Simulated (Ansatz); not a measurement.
Crystal: LuNiC2.

```
CELL_PARAMETERS angstrom
3.44770 0.00000 0.00000
0.00000 2.22836 2.95700
0.00000 -2.22836 2.95700
ATOMIC_POSITIONS crystal
Lu 0.00000 0.99823 0.99823
Ni 0.50000 0.38891 0.38891
C 0.50000 0.54479 0.85307
C 0.50000 0.85307 0.54479
```

The cell is a database's computed one.

```yaml
Program: Ansatz 0.2.0
Task: relaxation of cell and atoms
Functional: revPBE
Potentials_or_basis: Ansatz PAW
Cutoff: "420 eV (not typed: the program's choice for these potentials)"
k_mesh: 8 × 8 × 8
Occupations: fermi-dirac, width 0.05 eV
Spin: collinear spin, ferromagnetic start
Starting_moments: "[0.0, 1.0, 0.0, 0.0] μB"
```

At the start: volume 11.36 Å³/atom.

How do energy, volume and symmetry change on relaxing?

It ends after 9 steps and the volume is 11.85 Å³/atom (+4.4 %); space group Amm2 (No. 38, to 0.05 Å); moment 0.00 μB per cell.

Step by step:
```tsv
step	energy change (eV)	largest force (eV/Å)	volume (Å³)
1	0.0000	0.1317	45.44
2	-0.0208	0.1802	47.94
3	-0.0391	0.0961	47.42
4	-0.0394	0.0554	47.37
5	-0.0394	0.0738	47.39
6	-0.0394	0.0027	47.38
7	-0.0430	0.0034	47.38
8	-0.0430	0.0003	47.42
9	-0.0430	0.0003	47.42
```

Final structure:
```
Lu Ni C
1.0
     3.50956    0.00000    0.00000
     0.00000    2.25566    2.99480
     0.00000   -2.25566    2.99480
Lu Ni C
1 1 2
Direct
  0.00000 0.99914 0.99914
  0.50000 0.38764 0.38764
  0.50000 0.54627 0.85195
  0.50000 0.85195 0.54627
```

Caveat: the plane-wave basis is chosen anew once the cell has moved, so the energies of steps on either side of that aren't comparable; the PAW data sets come from PBE, with cores solved anew for the run's functional, which leaves a small shift of forces and pressure; the starting moments weren't kept.
